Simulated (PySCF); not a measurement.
CNH3, in a box:

```
C N H
1.0
    11.00000    0.00000    0.00000
     0.00000   12.00000    0.00000
     0.00000    0.00000   10.00000
C N H
1 1 3
Direct
  0.51718 0.46618 0.50453
  0.57199 0.54824 0.46887
  0.42674 0.46338 0.52872
  0.56614 0.38450 0.49112
  0.52263 0.61668 0.48525
```

The cell isn't the ideal one: atoms moved at random, drawn with an rms of 0.05 Å.

Base run:

- Program: PySCF 2.14.0
- Functional: BLYP
- Dispersion: D3(OP)
- Potentials or basis: cc-pvdz (all-electron)
- k mesh: 1 × 1 × 1
- Occupations: fixed
- Spin: no spin polarisation

Its results: gap between the frontier levels 4.89 eV.

After a change of settings the same cell gave: gap between the frontier levels 4.83 eV. Which change was it?
A. functional from BLYP to M06-L; dispersion from D3(OP) to D4
B. functional from BLYP to PBE; dispersion from D3(OP) to none
C. functional from BLYP to PBE0; dispersion from D3(OP) to D3
D. functional from BLYP to r2SCAN0; dispersion from D3(OP) to D3(BJ)

B.

Caveats: this is a molecule in a periodic box at the Γ point, so its band gap is the HOMO-LUMO gap; the basis of atomic orbitals isn't converged, which shifts pressures, moduli and gaps.
